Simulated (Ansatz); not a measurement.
# MnMe2 (C₂H₆Mn): structure and electronic state

What does MnMe2 (C₂H₆Mn) look like as a sextet, and where do its frontier electrons sit?

Program: Ansatz 0.2.0, Gaussian basis. Level of theory: UKS PBE0-D4/def2-TZVP. These are calculated values, not measurements.

The runs, in order: relaxation at r2SCAN-D4/def2-TZVP; a search for the lowest solution at PBE0-D4/def2-SVP; a single point at PBE0-D4/def2-TZVP.

2 further runs of the same task are left out: 2 for a known fault of the program.

## Step 1: The system as given

9 atoms, charge 0, spin multiplicity 6.

Atoms are counted from 1 here; the program's logs count them from 0.

Bond lengths: Mn1–C2 2.071 Å, Mn1–C6 2.071 Å, C2–H3 1.088 Å, C2–H4 1.150 Å, C2–H5 1.089 Å, C6–H7 1.088 Å, C6–H8 1.152 Å, C6–H9 1.089 Å. Angles: C2–Mn1–C6 108.9°, Mn1–C2–H3 127.4°, Mn1–C2–H4 79.1°, Mn1–C2–H5 119.0°, H3–C2–H4 108.1°, H3–C2–H5 108.0°, H4–C2–H5 108.3°, Mn1–C6–H7 119.5°, Mn1–C6–H8 78.8°, Mn1–C6–H9 127.1°, H7–C6–H8 108.3°, H7–C6–H9 108.0°, H8–C6–H9 108.1°.

Formally the metal is d5. No spin-orbit coupling is included.

The start is a GFN2-xTB geometry.

## Step 2: Optimising with r2SCAN-D4/def2-TZVP

The input, in.yaml:

```yaml
crystal:
  periodic: [false, false, false]
  atoms:
    - {symbol: Mn, position_ang: [-0.684120, -0.976250, -0.047330]}
    - {symbol: C, position_ang: [-0.132090, 0.014650, 1.684900]}
    - {symbol: H, position_ang: [0.160500, 1.058190, 1.785660]}
    - {symbol: H, position_ang: [0.815300, -0.604270, 1.478030]}
    - {symbol: H, position_ang: [-0.552840, -0.310320, 2.634990]}
    - {symbol: C, position_ang: [-0.111830, 0.160930, -1.680480]}
    - {symbol: H, position_ang: [-0.510120, -0.075880, -2.665360]}
    - {symbol: H, position_ang: [0.832760, -0.476080, -1.510480]}
    - {symbol: H, position_ang: [0.182430, 1.209020, -1.679920]}
basis:
  gaussian: {orbitals: def2-TZVP}
magnetization: {spin_polarized: true, initial_magnetization: 5}
hamiltonian: {xc: r2scan, dispersion: d4}
scf: {lower_state_search: "off"}
output: {orbitals: {seedname: orbitals}}
relax: {f_tol: 0.02, max_steps: 100}
```

On the command line:

```console
ansatz run in.yaml --threads 4 --pin off --events-out ev --progress --plain --max-ram 3916MiB
```

Further steps of the session: Searching for the lowest solution, PBE0-D4/def2-SVP; Single point, PBE0-D4/def2-TZVP.

**Question.** What will the summary of the whole plan be? Wanted: point group; near neighbours of the metal; HOMO, LUMO at PBE0-D4/def2-TZVP; ⟨S²⟩; charge on the metal; spin on the metal; dipole at r2SCAN-D4/def2-TZVP.

**Answer**, as computed:

```
                                         quantity             value
                                      point group               D3h
                     near neighbours of the metal  C 2.06, C 2.06 Å
HOMO, LUMO at PBE0-D4/def2-TZVP (over both spins)   -6.45, -1.89 eV
                                             ⟨S²⟩             8.777
charge on the metal (Mulliken, PBE0-D4/def2-TZVP)           +0.66 e
                     spin on the metal (Mulliken)              5.25
                    dipole at r2SCAN-D4/def2-TZVP            0.07 D
```

What this shows: The molecule keeps its bonding pattern by the stored test; the atoms moved 0.76 Å (rms), and the angle C2–Mn1–C6 went from 109° to 178°. Of 5 unpaired electrons, 5.25 sit on the metal by Mulliken's count, more than all: the ligands carry opposite spin. The Mulliken charge of the metal, +0.66 e, depends on the basis and isn't its oxidation state. No usable vibrations, so a minimum isn't proven. Whether this spin is the lowest isn't tested here.
